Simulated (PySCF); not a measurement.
# F5Tb ([TbF5]2-): the cost of one run

Programs: PySCF 2.14.0, with routines of our own; each step states its level. All values are computed. Atoms count from 0.

## Step 1: The starting structure

6 atoms, charge -2, states of the metal's open shell are computed; geometry from: model geometry, bond lengths from ionic radii.

## Step 2: Ligand-field states: state-averaged CASSCF in water

What the job is given:

```
{"job": {"kind": "lf", "basis": {"metal": "x2c-TZVPall", "ligand": "x2c-SVPall"}, "nevpt": false, "solvent": "water", "roots": {"7": 7, "5": 140, "3": 113, "1": 123}}, "charge": -2, "metal": "Tb", "open_shell": "f8"}
Tb     0.000000     0.000000     0.000000
F      0.000000     0.000000     2.163000
F      0.000000     0.000000    -2.163000
F      2.163000     0.000000     0.000000
F     -1.081500     1.873213     0.000000
F     -1.081500    -1.873213     0.000000
```

Level: state-averaged CASSCF of the metal f shell, state-interaction spin-orbit coupling.

The run is started by

```
OMP_NUM_THREADS=1 python lf_run.py task.json out
```

This one command runs all jobs of the session in turn.

Q: Estimate the wall time and peak memory of this first job on 1 thread of Arm Neoverse V2, shared host.

About 37 s, with a peak of 0.76 GiB.
